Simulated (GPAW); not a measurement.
Sm3Hf, 4 atoms in the cell. It takes space group I4/mmm (No. 139, tetragonal). The conventional cell has a = 4.943 Å, b = 4.943 Å, c = 9.797 Å, α = 90.00°, β = 90.00°, γ = 90.00°. Around Hf (site symmetry 4/mmm) lie 12 Sm at 3.48 to 3.50 Å. Sm (site symmetry 4/mmm) is surrounded by 8 Sm at 3.48 Å and 4 Hf at 3.50 Å. Around Sm (site symmetry -4m2) lie 4 Hf at 3.48 Å and 8 Sm at 3.48 to 3.50 Å. The cell comes from a database or a generator and needn't be the stable form of this composition.

| Property | Result |
| --- | --- |
| Program | GPAW 26.7.0 |
| Task | single point |
| Functional | PBE |
| Potentials or basis | GPAW PAW data sets (gpaw-data 1.2.1) |
| Cutoff | 800 eV |
| Basis | pw |
| k mesh | 8 × 8 × 8 |
| Occupations | fermi-dirac, width 0.05 eV |
| Spin | collinear spin, ferromagnetic start |
| Starting moments | [0.0, 5.0, 5.0, 5.0] μB |
| Maxiter | 150 |

Potentials or basis: GPAW PAW data sets (gpaw-data 1.2.1), pw.

Run with:

```sh
$ OMP_NUM_THREADS=1 python run.py
```

Hardware: 1 thread of Arm Neoverse V2, on a shared host.

Question: Estimate the wall time of this run.

Answer: It took 38 min on 1 thread of Arm Neoverse V2, with other jobs on the host, peak memory 1.1 GiB. Counts: scf iterations 27, plane waves 6194, bands 59, k points 59.
